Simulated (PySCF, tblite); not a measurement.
# C₄H₅F₃O₃: a rotation path, then NMR shifts on frames, part 2 of 2

tblite 0.8.0 and PySCF 2.14.0. Atoms count from 0. Earlier steps stand in the parts before.

**5. Shielding tensors: image 4, PBE0/pcSseg-1**

What the job is given:

```
{"job": {"kind": "nmr", "xc": "PBE0", "basis": "pcSseg-1", "pop": false}, "charge": 0, "multiplicity": 1}
C      1.959600    -0.291300     0.645500
O      0.678300     0.316900     0.611500
C     -0.012300     0.207500    -0.594300
C     -1.067500     1.335800    -0.638400
O     -1.119200     2.152100    -1.510400
O     -1.877400     1.275800     0.398500
C     -0.722400    -1.162400    -0.782000
F     -0.154800    -2.139400    -0.070400
F     -2.016100    -1.158900    -0.452700
F     -0.663000    -1.543000    -2.068700
H      2.551500    -0.014000    -0.232600
H      2.436900     0.094300     1.543400
H      1.893200    -1.379300     0.710900
H      0.657400     0.335900    -1.461600
H     -2.548500     1.978300     0.373700
```

Level: GIAO PBE0/pcSseg-1 NMR shielding, non-relativistic, gas phase.

The program printed:

```text
coarse grid: 13960 points
cycle   1  E = -679.4584492632  dE =  1.871e+00  |g| = 1.336e+00  |ddm| = 3.417e+00
cycle   2  E = -678.8621168463  dE =  5.963e-01  |g| = 2.307e+00  |ddm| = 2.283e+00
cycle   3  E = -679.7515882322  dE = -8.895e-01  |g| = 3.155e-01  |ddm| = 1.648e+00
cycle   4  E = -679.7668441072  dE = -1.526e-02  |g| = 1.370e-01  |ddm| = 2.680e-01
cycle   5  E = -679.7699478178  dE = -3.104e-03  |g| = 2.756e-02  |ddm| = 8.845e-02
cycle   6  E = -679.7700882206  dE = -1.404e-04  |g| = 7.879e-03  |ddm| = 2.373e-02
cycle   7  E = -679.7700980941  dE = -9.874e-06  |g| = 2.187e-03  |ddm| = 5.583e-03
final grid: 140128 points
cycle   8  E = -679.8791861410  dE = -3.566e-05  |g| = 1.527e-02  |ddm| = 2.509e-02
cycle   9  E = -679.8791198270  dE =  6.631e-05  |g| = 2.487e-02  |ddm| = 2.320e-02
cycle  10  E = -679.8792245698  dE = -1.047e-04  |g| = 2.778e-03  |ddm| = 1.526e-02
cycle  11  E = -679.8792259413  dE = -1.372e-06  |g| = 5.025e-04  |ddm| = 1.799e-03
cycle  12  E = -679.8792259811  dE = -3.975e-08  |g| = 1.870e-04  |ddm| = 5.164e-04
cycle  13  E = -679.8792259885  dE = -7.443e-09  |g| = 2.965e-05  |ddm| = 1.596e-04
cycle  14  E = -679.8792259887  dE = -1.419e-10  |g| = 1.098e-05  |ddm| = 2.513e-05
converged SCF energy = -679.8792259887

GIAO shielding tensors (ppm)
atom      isotropic    diamagn.    paramagn.     s11        s22        s33       span
  0 C      123.462     244.353    -120.891     87.627     98.862    183.897     96.270
  1 O      300.840     396.348     -95.508    275.573    287.928    339.019     63.446
  2 C       96.827     245.325    -148.499     80.334     95.049    115.098     34.763
  3 C       18.592     247.067    -228.475    -86.429     64.239     77.965    164.393
  4 O     -115.472     399.168    -514.640   -350.267   -243.303    247.154    597.420
  5 O      129.570     392.059    -262.489    -17.922    171.481    235.151    253.073
  6 C       53.274     241.250    -187.976     49.037     52.287     58.496      9.460
  7 F      260.156     473.847    -213.691    183.272    260.277    336.920    153.648
  8 F      248.769     472.235    -223.465    175.797    248.236    322.275    146.477
  9 F      240.942     471.682    -230.740    162.951    224.619    335.255    172.304
 10 H       28.452      28.959      -0.507     24.942     25.979     34.435      9.494
 11 H       27.577      28.390      -0.813     23.535     24.931     34.265     10.730
 12 H       27.367      29.345      -1.978     22.321     26.969     32.811     10.490
 13 H       27.573      31.064      -3.490     25.261     27.421     30.038      4.777
 14 H       25.216      28.825      -3.609     19.526     22.143     33.980     14.454
```

It took 31 s on 1 thread of Intel Xeon at 2.80GHz, shared host; peak memory 0.88 GiB.

Key values: δ C3 168.3, C6 133.7, C2 90.1, C0 63.5, H14 6.50, H12 4.35 ppm.

**6. Nuclear shieldings: image 6, PBE0/pcSseg-1**

What the job is given:

```
{"job": {"kind": "nmr", "xc": "PBE0", "basis": "pcSseg-1", "pop": false}, "charge": 0, "multiplicity": 1}
C      1.970500    -0.320900     0.548600
O      0.736200     0.375000     0.552800
C     -0.018000     0.254400    -0.612800
C     -1.101700     1.353200    -0.577300
O     -1.186400     2.217600    -1.397800
O     -1.896700     1.207300     0.463500
C     -0.692100    -1.139700    -0.750100
F     -0.530000    -1.899800     0.331200
F     -2.008600    -1.064900    -0.979400
F     -0.173700    -1.823300    -1.784200
H      2.571600    -0.050500    -0.325500
H      2.479300    -0.005600     1.456400
H      1.828200    -1.404200     0.571900
H      0.595100     0.409100    -1.517100
H     -2.578000     1.900000     0.492300
```

Method: GIAO PBE0/pcSseg-1 NMR shielding, non-relativistic, gas phase.

The program printed:

```text
coarse grid: 13960 points
cycle   1  E = -679.4602122542  dE =  1.872e+00  |g| = 1.333e+00  |ddm| = 3.413e+00
cycle   2  E = -678.8642269013  dE =  5.960e-01  |g| = 2.305e+00  |ddm| = 2.322e+00
cycle   3  E = -679.7517349578  dE = -8.875e-01  |g| = 3.157e-01  |ddm| = 1.681e+00
cycle   4  E = -679.7670625050  dE = -1.533e-02  |g| = 1.354e-01  |ddm| = 2.688e-01
cycle   5  E = -679.7700842018  dE = -3.022e-03  |g| = 2.756e-02  |ddm| = 8.845e-02
cycle   6  E = -679.7702243216  dE = -1.401e-04  |g| = 7.926e-03  |ddm| = 2.378e-02
cycle   7  E = -679.7702342843  dE = -9.963e-06  |g| = 2.194e-03  |ddm| = 5.674e-03
final grid: 140128 points
cycle   8  E = -679.8804882920  dE = -3.803e-05  |g| = 1.579e-02  |ddm| = 2.726e-02
cycle   9  E = -679.8804167136  dE =  7.158e-05  |g| = 2.580e-02  |ddm| = 2.440e-02
cycle  10  E = -679.8805293290  dE = -1.126e-04  |g| = 2.840e-03  |ddm| = 1.607e-02
cycle  11  E = -679.8805307613  dE = -1.432e-06  |g| = 5.120e-04  |ddm| = 1.859e-03
cycle  12  E = -679.8805308020  dE = -4.068e-08  |g| = 1.926e-04  |ddm| = 5.206e-04
cycle  13  E = -679.8805308099  dE = -7.889e-09  |g| = 3.039e-05  |ddm| = 1.710e-04
cycle  14  E = -679.8805308100  dE = -1.446e-10  |g| = 1.183e-05  |ddm| = 2.611e-05
converged SCF energy = -679.8805308100

GIAO shielding tensors (ppm)
atom      isotropic    diamagn.    paramagn.     s11        s22        s33       span
  0 C      125.165     244.668    -119.502     90.903    100.692    183.901     92.998
  1 O      298.746     396.286     -97.540    279.552    287.978    328.708     49.155
  2 C       96.449     245.498    -149.049     84.376     95.730    109.241     24.864
  3 C       18.763     247.083    -228.320    -86.908     64.643     78.555    165.463
  4 O     -113.162     399.101    -512.264   -345.897   -240.457    246.867    592.764
  5 O      132.322     392.280    -259.958    -13.389    170.467    239.888    253.277
  6 C       54.156     241.569    -187.413     50.403     52.860     59.205      8.801
  7 F      260.913     474.010    -213.096    177.890    273.431    331.418    153.527
  8 F      247.316     471.544    -224.228    179.003    236.881    326.064    147.061
  9 F      234.201     472.587    -238.386    158.336    214.124    330.143    171.807
 10 H       28.418      28.825      -0.407     24.893     25.843     34.519      9.627
 11 H       27.592      28.395      -0.803     23.591     24.894     34.291     10.699
 12 H       27.702      29.413      -1.710     22.988     27.082     33.037     10.049
 13 H       27.489      30.958      -3.470     25.397     27.023     30.046      4.649
 14 H       25.277      28.820      -3.544     19.545     22.121     34.164     14.619
```

Run time: 29 s. Hardware: 1 thread of Intel Xeon at 2.80GHz, shared host; peak memory 0.89 GiB.

This run: δ C3 168.2, C6 132.8, C2 90.5, C0 61.8, H14 6.44, H13 4.23 ppm.

**7. Nuclear shieldings: image 8, PBE0/pcSseg-1**

What the job is given:

```
{"job": {"kind": "nmr", "xc": "PBE0", "basis": "pcSseg-1", "pop": false}, "charge": 0, "multiplicity": 1}
C      1.991500    -0.338900     0.465700
O      0.787700     0.407000     0.503400
C     -0.020200     0.282600    -0.626000
C     -1.124100     1.355200    -0.516000
O     -1.236100     2.269600    -1.276100
O     -1.906700     1.121400     0.519200
C     -0.683700    -1.109100    -0.729900
F     -1.018900    -1.616500     0.452800
F     -1.795700    -1.064200    -1.477600
F      0.127900    -2.003000    -1.320200
H      2.566600    -0.109100    -0.436700
H      2.549300    -0.028400     1.345900
H      1.805700    -1.414900     0.514400
H      0.540900     0.448800    -1.561200
H     -2.588600     1.807500     0.614900
```

With the program's defaults for keys left out, this is: GIAO PBE0/pcSseg-1 NMR shielding, non-relativistic, gas phase.

The program printed:

```text
coarse grid: 13960 points
cycle   1  E = -679.4661907028  dE =  1.873e+00  |g| = 1.330e+00  |ddm| = 3.406e+00
cycle   2  E = -678.8721321853  dE =  5.941e-01  |g| = 2.300e+00  |ddm| = 2.292e+00
cycle   3  E = -679.7555543866  dE = -8.834e-01  |g| = 3.208e-01  |ddm| = 1.662e+00
cycle   4  E = -679.7715384335  dE = -1.598e-02  |g| = 1.340e-01  |ddm| = 2.714e-01
cycle   5  E = -679.7744915359  dE = -2.953e-03  |g| = 2.708e-02  |ddm| = 8.706e-02
cycle   6  E = -679.7746265807  dE = -1.350e-04  |g| = 7.846e-03  |ddm| = 2.327e-02
cycle   7  E = -679.7746363205  dE = -9.740e-06  |g| = 2.190e-03  |ddm| = 5.609e-03
final grid: 140128 points
cycle   8  E = -679.8840008265  dE = -3.676e-05  |g| = 1.586e-02  |ddm| = 2.555e-02
cycle   9  E = -679.8839283337  dE =  7.249e-05  |g| = 2.595e-02  |ddm| = 2.404e-02
cycle  10  E = -679.8840421390  dE = -1.138e-04  |g| = 2.915e-03  |ddm| = 1.591e-02
cycle  11  E = -679.8840436592  dE = -1.520e-06  |g| = 5.014e-04  |ddm| = 1.899e-03
cycle  12  E = -679.8840436975  dE = -3.825e-08  |g| = 1.959e-04  |ddm| = 5.081e-04
cycle  13  E = -679.8840437057  dE = -8.222e-09  |g| = 2.947e-05  |ddm| = 1.740e-04
cycle  14  E = -679.8840437058  dE = -1.232e-10  |g| = 1.245e-05  |ddm| = 2.481e-05
converged SCF energy = -679.8840437058

GIAO shielding tensors (ppm)
atom      isotropic    diamagn.    paramagn.     s11        s22        s33       span
  0 C      125.563     244.745    -119.182     93.114    101.404    182.170     89.056
  1 O      306.029     396.412     -90.383    284.468    299.322    334.296     49.828
  2 C       99.218     245.446    -146.228     85.993     97.316    114.345     28.352
  3 C       19.223     246.935    -227.712    -87.313     65.840     79.142    166.454
  4 O     -112.490     398.923    -511.413   -346.025   -240.257    248.813    594.839
  5 O      132.858     392.410    -259.552    -12.937    170.630    240.881    253.817
  6 C       54.177     242.737    -188.560     50.886     53.492     58.153      7.267
  7 F      264.519     474.271    -209.752    181.283    277.918    334.356    153.073
  8 F      255.618     471.591    -215.973    178.157    250.734    337.964    159.806
  9 F      239.778     473.628    -233.849    157.460    233.957    327.918    170.458
 10 H       28.380      28.804      -0.424     24.890     25.784     34.464      9.574
 11 H       27.650      28.431      -0.781     23.623     25.027     34.301     10.678
 12 H       27.795      29.500      -1.705     23.380     26.904     33.102      9.723
 13 H       27.548      30.766      -3.218     25.623     26.591     30.431      4.808
 14 H       25.283      28.773      -3.490     19.552     22.018     34.279     14.727
```

Wall time 30 s (1 thread of Intel Xeon at 2.80GHz, shared host); peak memory 1.1 GiB.

This run: δ C3 167.7, C6 132.7, C2 87.7, C0 61.4, H14 6.43, H13 4.17 ppm.

**8. Run by run: NMR shifts**

Shifts (ppm) of some atoms, chosen among heavy atoms and hydrogens apart, with basis size and wall time:

| frame | H13 | H12 | O5 | O1 | F7 | F9 | F8 | functions | time |
| --- | --- | --- | --- | --- | --- | --- | --- | --- | --- |
| image 0 | 4.18 | 3.92 | 203.3 | 29.9 | -68.4 | -84.6 | -93.6 | 195 | 34 s |
| image 2 | 4.09 | 4.29 | 206.6 | 27.7 | -83.2 | -80.4 | -90.3 | 195 | 32 s |
| image 4 | 4.14 | 4.35 | 206.5 | 35.2 | -89.2 | -70.0 | -77.8 | 195 | 31 s |
| image 6 | 4.23 | 4.01 | 203.8 | 37.3 | -90.0 | -63.3 | -76.4 | 195 | 29 s |
| image 8 | 4.17 | 3.92 | 203.2 | 30.1 | -93.6 | -68.8 | -84.7 | 195 | 30 s |

**9. What came out**

This closing draws on all 2 parts.

| quantity | value |
| --- | --- |
| barrier | 0.086 eV (2.0 kcal/mol) at image 4 |
| end to end (GFN2-xTB) | 0.000 eV |
| 13C shifts against TMS (PBE0/pcSseg-1, image 0) | 167.7, 132.7, 87.6, 61.3 ppm |
| 1H shifts against TMS (PBE0/pcSseg-1, image 0) | 6.44, 4.18, 4.06, 3.92, 3.34 ppm |
| 17O shifts against H2O (PBE0/pcSseg-1, image 0) | 449.0, 203.3, 29.9 ppm |
| 19F shifts against CFCl3 (PBE0/pcSseg-1, image 0) | -68.4, -84.6, -93.6 ppm |
| range of the shift of F7 | -93.6 to -68.4 ppm |

**Reading.** Along the band the dihedral turns by 120°, and the top (dihedral -25°) lies 2.0 kcal/mol above the start (GFN2-xTB, rough), so at room temperature this motion is fast. The top was not checked by a frequency run. Shifts at one fixed geometry are not the observed spectrum, which averages over the motion. In the first frame run (image 0): Shielding is most anisotropic at O4 (span 596 ppm, paramagnetic term -512 ppm). In ppm, F7 moves most: its shift spreads over 25.1 ppm, from -93.6 (image 8) to -68.4 (image 0).
